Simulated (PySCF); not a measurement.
# TeF5: structure of the doublet

Aim: relax TeF5 as a doublet from a trigonal bipyramidal start, check by its vibrations whether the end is a minimum, and collect its spectrum and constants.

Program: PySCF 2.14.0. Level of theory: PBE0, basis Te def2-SVP with ECP28, F def2-SVP, scalar-relativistic core potentials, no spin–orbit coupling, density fitting. These are calculated values, not measurements.

## 1. Starting geometry

6 atoms, charge 0, spin multiplicity 2.

Bond lengths: Te1–F2 2.000 Å, Te1–F3 2.000 Å, Te1–F4 2.000 Å, Te1–F5 2.000 Å, Te1–F6 2.000 Å. Angles: F2–Te1–F3 180.0°, F2–Te1–F4 90.0°, F2–Te1–F5 90.0°, F2–Te1–F6 90.0°, F3–Te1–F4 90.0°, F3–Te1–F5 90.0°, F3–Te1–F6 90.0°, F4–Te1–F5 120.0°, F4–Te1–F6 120.0°, F5–Te1–F6 120.0°.

```xyz
6
charge 0 multiplicity 2
Te    0.0000    0.0000    0.0000
F     0.0000    0.0000    2.0000
F     0.0000    0.0000   -2.0000
F     2.0000    0.0000    0.0000
F    -1.0000    1.7321    0.0000
F    -1.0000   -1.7321    0.0000
```

## 2. Relaxation: trigonal bipyramidal start, doublet

The steps below are one call of a driver around PySCF. For each, scf.py gives the equivalent set-up of the SCF; relaxations use the driver's own optimiser. Before each start the driver seeks the lowest SCF state from one or more starting densities and follows internal instabilities, so scf.py alone need not reach the same state.

The program finds D3h symmetry in the start, which this walk keeps. Threshold on the gradient: 0.0003 Eh/bohr, with a further test on the energy change.

Contents of scf.py:

```python
from pyscf import gto, scf, dft
mol = gto.M(atom='''
Te    -0.000000     0.000000    -0.000000
F      0.000000     0.000000     2.000000
F     -0.000000    -0.000000    -2.000000
F      2.000028    -0.000025    -0.000000
F     -0.999993     1.732088    -0.000000
F     -1.000036    -1.732063     0.000000''',
    basis={'Te': 'def2-SVP', 'F': 'def2-SVP'},
    ecp={'Te': 'def2-SVP'},
    charge=0, spin=1)
mf = dft.UKS(mol, xc='PBE0')
mf.grids.atom_grid = (50, 194)
aux = {'Te': 'def2-universal-JKFIT', 'F': 'def2-universal-JKFIT'}
mf = mf.density_fit(auxbasis=aux)
mf.kernel()
```

After this run come: Releasing the symmetry; Is it a minimum? Harmonic modes.

Q: Predict the outcome of this session. Wanted: minimum; geometry; wavenumbers; dipole moment; highest occupied, lowest empty level; polar-tensor charge of Te1; zero-point energy; atomisation energy; ⟨S²⟩.

As calculated:

```
                                          quantity                                                                                      value
                                           minimum                                                                               doublet, C4v
                                          geometry  Te–F 1.872 Å, Te–F 1.927 Å (×4); F–Te–F 90.0° (×4), F–Te–F 90.3° (×4), F–Te–F 179.4° (×2)
                                wavenumbers (cm⁻¹)      119 (b1), 182 (e), 231 (a1), 248 (b2), 267 (e), 599 (a1), 603 (b1), 631 (e), 711 (a1)
                                     dipole moment                                                                                     1.92 D
highest occupied, lowest empty level (either spin)                                                                            -9.77, -6.58 eV
                        polar-tensor charge of Te1                                                                                    +2.48 e
                                 zero-point energy                                                                                27.9 kJ/mol
                               entropy at 298.15 K                                                                            356.1 J/(mol K)
         atomisation energy (no zero-point energy)                                                                                1516 kJ/mol
                                              ⟨S²⟩                                                                                      0.757
```

**Reading.** From D3h at the start the molecule goes to a C4v minimum. In the infrared the band at 631 cm⁻¹ (e, stretch) leads. Only this shape and spin were tried, so other structures or states may lie lower. Spin–orbit coupling, left out here, can matter for elements this heavy.
